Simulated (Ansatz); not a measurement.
**Sb (bcc type): a single-point run**

Wanted: a converged single-point run for Sb (bcc type), and a check of what comes out.

Method: DFT, PBEsol, PAW with Ansatz's default frozen-core files, scalar-relativistic, in Ansatz 0.2.0.

1 further run of the same task is left out (it didn't finish). Runs told in other sessions of the task aren't counted.

## 1. The starting structure

Symmetry: Im-3m, No. 229, cubic system. The conventional cell has a = 3.730 Å, b = 3.730 Å, c = 3.730 Å, α = 90.00°, β = 90.00°, γ = 90.00°. Sb (site symmetry m-3m) has 8 Sb at 3.23 Å in its first shell of neighbours.

As a file:

```xyz
1
Lattice="-1.8648 1.8648 1.8648 1.8648 -1.8648 1.8648 1.8648 1.8648 -1.8648" Properties=species:S:1:pos:R:3 pbc="T T T"
Sb    0.0000    0.0000    0.0000
```

## 2. The run

The input, input.yaml:

```yaml
crystal:
  lattice:
    - [-1.8648078796, 1.8648078796, 1.8648078796]
    - [1.8648078796, -1.8648078796, 1.8648078796]
    - [1.8648078796, 1.8648078796, -1.8648078796]
  atoms:
    - { symbol: Sb, position: [0.0, 0.0, 0.0] }
kpoints:
  mp_grid: { grid: [16, 16, 16] }
  band_path:
    path:
      - [0.0, 0.0, 0.0]
      - [0.5, -0.5, 0.5]
      - [0.0, 0.0, 0.5]
      - [0.0, 0.0, 0.0]
      - [0.25, 0.25, 0.25]
      - [0.5, -0.5, 0.5]
      - [0.25, 0.25, 0.25]
      - [0.0, 0.0, 0.5]
    npoints: 8
scf:
  occupations: { method: fermi_dirac, width: 0.05 }
  mixing: { algorithm: anderson, beta: 1.0, ndim: 1, preconditioner: none }
  max_iter: 75
hamiltonian:
  xc: pbesol
  pseudopotentials: { kind: paw }
output:
  forces: true
  stress: true
  eigenvalues: true
  populations: true
```

Run with:

```console
$ ansatz run input.yaml --threads 1 --pin off --max-ram 2048MiB --backend cpu --events-out ev --progress --plain --runs-dir out
```

**Question.** How will this run end, and is anything wrong with its input?

This run ends as converged. Convergence says nothing about whether the input makes sense.

In the input, scf.mixing.algorithm is anderson; scf.mixing.beta is 1.0; scf.mixing.ndim is 1; scf.mixing.preconditioner is none. The risk: mixing too aggressive. Here it converged all the same; such a setting changes the road, not the converged state. Several mixing settings were changed at once, so this run can't tell how much each is to blame.

The test: delete scf.mixing.algorithm, scf.mixing.beta, scf.mixing.ndim and scf.mixing.preconditioner (the default then holds).
